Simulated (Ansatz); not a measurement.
# CH₇NSeSi: one species, many methods

Aim: compute CH₇NSeSi with functionals from several rungs and with coupled cluster. The yardstick is the atomisation energy at the CCSD(T) limit.

Method: functionals in def2-TZVPP, the program's frozen cores in correlated methods; program: Ansatz 0.2.0, Gaussian basis.

The runs, in order: PBE-D4, r2SCAN-D4, PBE0-D4, B3LYP-D4, ωB97X-V, ωB97M-V, B2PLYP; CCSD(T)/def2-TZVPP; MP2/def2-QZVPP; extrapolation to the limit.

## 1. Structure used throughout

All runs share one geometry, relaxed beforehand with PBE0-D4 in a triple-zeta def2 set.

SMILES `NC([SiH3])[SeH]`, 11 atoms, charge 0, spin multiplicity 1.

Atoms are counted from 1 here; the program's logs count them from 0.

Bond lengths: N1–C2 1.453 Å, N1–H5 1.013 Å, N1–H6 1.012 Å, C2–Si3 1.890 Å, C2–Se4 1.979 Å, C2–H7 1.092 Å, Si3–H8 1.488 Å, Si3–H9 1.491 Å, Si3–H10 1.486 Å, Se4–H11 1.471 Å. Angles: C2–N1–H5 111.7°, C2–N1–H6 111.1°, H5–N1–H6 108.7°, N1–C2–Si3 114.6°, N1–C2–Se4 105.9°, N1–C2–H7 107.9°, Si3–C2–Se4 110.7°, Si3–C2–H7 111.0°, Se4–C2–H7 106.4°, C2–Si3–H8 112.4°, C2–Si3–H9 108.8°, C2–Si3–H10 107.9°, H8–Si3–H9 109.1°, H8–Si3–H10 109.8°, H9–Si3–H10 108.8°, C2–Se4–H11 96.1°.

As a file:

```xyz
11

N    -0.28675    1.62849   -0.43513
C    -0.61643    0.23728   -0.17881
Si    0.67380   -0.70395    0.83145
Se   -0.85655   -0.59775   -1.95665
H     0.67843    1.73807   -0.72254
H    -0.44745    2.19835    0.38559
H    -1.59196    0.20857    0.31009
H     0.33817   -2.14584    0.97886
H     0.76891   -0.08477    2.18459
H     1.98415   -0.56025    0.14487
H    -0.57901   -1.97509   -1.52162
```

## 2. PBE-D4 (GGA)

in.yaml reads:

```yaml
crystal:
  periodic: [false, false, false]
  atoms:
    - {symbol: N, position_ang: [-0.286753, 1.628490, -0.435131]}
    - {symbol: C, position_ang: [-0.616430, 0.237283, -0.178808]}
    - {symbol: Si, position_ang: [0.673796, -0.703952, 0.831454]}
    - {symbol: Se, position_ang: [-0.856545, -0.597754, -1.956652]}
    - {symbol: H, position_ang: [0.678430, 1.738074, -0.722543]}
    - {symbol: H, position_ang: [-0.447452, 2.198351, 0.385588]}
    - {symbol: H, position_ang: [-1.591961, 0.208568, 0.310089]}
    - {symbol: H, position_ang: [0.338170, -2.145843, 0.978855]}
    - {symbol: H, position_ang: [0.768906, -0.084771, 2.184593]}
    - {symbol: H, position_ang: [1.984155, -0.560254, 0.144873]}
    - {symbol: H, position_ang: [-0.579013, -1.975093, -1.521618]}
basis:
  gaussian: {orbitals: def2-TZVPP}
hamiltonian: {xc: pbe, dispersion: d4}
output: {forces: true, orbitals: {seedname: orbitals}}
```

On the command line:

```bash
$ ansatz run in.yaml --threads 4 --pin off --events-out ev --progress --plain --max-ram 10444MiB
```

After this run come: r2SCAN-D4 (meta-GGA); PBE0-D4 (hybrid); B3LYP-D4 (hybrid); ωB97X-V (range-separated); ωB97M-V (range-separated); B2PLYP (double hybrid); CCSD(T) in def2-TZVPP; MP2 in def2-QZVPP.

**Question.** What will the summary of the whole plan be? Wanted: atomisation energy, CCSD(T)/CBS; farthest; mean size of error, hybrid; mean size of error, range-separated; gap, smallest and largest; T1 diagnostic; triples share of the correlation energy.

The runs gave:

| quantity | value |
| --- | --- |
| atomisation energy, CCSD(T)/CBS | 831.6 kcal/mol |
| functionals within 8.3 kcal/mol (1.0 %) | r2SCAN-D4, PBE0-D4, B3LYP-D4, ωB97X-V, ωB97M-V |
| farthest | B2PLYP (-13.8 kcal/mol) |
| mean size of error, hybrid | 2.6 kcal/mol |
| mean size of error, range-separated | 2.0 kcal/mol |
| gap, smallest and largest | 4.05 eV (PBE-D4), 10.44 eV (ωB97X-V) |
| T1 diagnostic | 0.0102 |
| triples share of the correlation energy | 3.8 % |

PBE-D4 misses by +8.5 kcal/mol. Double hybrids carry the basis error of their MP2 part in triple zeta, and no dispersion term here, so their miss is partly the set-up's. Misses under about 8.3 kcal/mol are within the doubt on the reference itself, which lacks core-valence correlation, relativity and higher excitations, and its outer-core shells are covered unevenly. All levels share the lack of spin-orbit coupling, which lowers the free heavy atoms and so the true binding. Hartree-Fock recovers 70 % of the binding; the rest is correlation. Orbital gaps span 4.1 to 10.4 eV; exact exchange widens them. Correlated methods include outer-core shells of Se, which these sets cover unevenly.
